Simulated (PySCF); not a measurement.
# TeAs: changing the method

What do other methods print for TeAs?

Program: PySCF 2.14.0. Level of theory: method and basis as typed in the scripts. These are calculated values, not measurements.

6 further runs of the same task are left out: 1 for a known fault of the program, 5 that didn't finish.

## (1) The starting structure

TeAs: 2 atoms, charge 0, spin multiplicity 2.

Bond lengths: Te1–As2 2.620 Å.

## (2) Base script

File input.py:

```python
from pyscf import gto, scf
from pyscf.geomopt.geometric_solver import optimize

mol = gto.M(
    atom='Te 0 0 0; As 0 0 2.62',
    basis='sbkjc',
    ecp={'Te': 'sbkjc', 'As': 'sbkjc'},
    charge=0,
    spin=1,
    verbose=4,
)
mf = scf.UHF(mol)
mf.kernel()
mol_eq = optimize(mf, maxsteps=30)
print('optimised geometry (angstrom)')
print(mol_eq.tostring('raw'))
print('orbital energies (hartree):', [e[max(0, n-3):n+3].round(4) for e, n in zip(mf.mo_energy, mol.nelec)])
```

Launch:

```console
$ OMP_NUM_THREADS=1 python input.py
```

The log of this run is left out.

Base result: at the starting geometry E(SCF) = -13.869217 Eh, ⟨S²⟩ = 0.778, optimised bond 2.413 Å in 5 steps; the optimisation lowers the energy by 0.287 eV.

## (3) RHF

Run 1 changes SCF type: UHF → RHF.

File input.py:

```python
from pyscf import gto, scf
from pyscf.geomopt.geometric_solver import optimize

mol = gto.M(
    atom='Te 0 0 0; As 0 0 2.62',
    basis='sbkjc',
    ecp={'Te': 'sbkjc', 'As': 'sbkjc'},
    charge=0,
    spin=1,
    verbose=4,
)
mf = scf.RHF(mol)
mf.kernel()
mol_eq = optimize(mf, maxsteps=30)
print('optimised geometry (angstrom)')
print(mol_eq.tostring('raw'))
print('orbital energies (hartree):', mf.mo_energy[..., max(0, mol.nelec[1]-3):mol.nelec[0]+3].round(4))
```

Launch:

```console
$ OMP_NUM_THREADS=1 python input.py
```

## (4) SCF alone

Run 2 changes step after the SCF: optimize → none.

File input.py:

```python
from pyscf import gto, scf

mol = gto.M(
    atom='Te 0 0 0; As 0 0 2.62',
    basis='sbkjc',
    ecp={'Te': 'sbkjc', 'As': 'sbkjc'},
    charge=0,
    spin=1,
    verbose=4,
)
mf = scf.UHF(mol)
mf.kernel()
mf.dip_moment()
print('orbital energies (hartree):', [e[max(0, n-3):n+3].round(4) for e, n in zip(mf.mo_energy, mol.nelec)])
```

## (5) Wb97x (UKS)

Run 3 changes functional: none (Hartree–Fock) → wb97x; SCF type: UHF → UKS; step after the SCF: optimize → analyze.

File input.py:

```python
from pyscf import gto, dft

mol = gto.M(
    atom='Te 0 0 0; As 0 0 2.62',
    basis='sbkjc',
    ecp={'Te': 'sbkjc', 'As': 'sbkjc'},
    charge=0,
    spin=1,
    verbose=4,
)
mf = dft.UKS(mol, xc='wb97x')
mf.kernel()
mf.mulliken_pop()
mf.dip_moment()
print('orbital energies (hartree):', [e[max(0, n-3):n+3].round(4) for e, n in zip(mf.mo_energy, mol.nelec)])
```

Before running it: what results should come out? Wanted: for each run, E(SCF); from base; gap, α spin; SCF dipole; after the SCF.

As calculated:

| run | E(SCF) (hartree) | from base (eV) | cycles | gap, α spin (eV) | SCF dipole (D) | after the SCF |
| --- | --- | --- | --- | --- | --- | --- |
| base | -13.869217 | 0 | 17 | 6.42 | n/a | bond 2.413 Å, -0.287 eV |
| RHF | -13.868577 | +0.0174 | 14 | n/a | n/a | bond 2.414 Å, -0.288 eV |
| SCF alone | -13.869217 | 0.0000 | 17 | 6.42 | 1.37 | n/a |
| wb97x (UKS) | -14.215284 | not comparable | 15 | 5.52 | 0.84 | n/a |

SCF columns refer to the geometry typed in the script.

**Reading.** Total energies of different functionals can't be compared with each other; differences within one functional can.
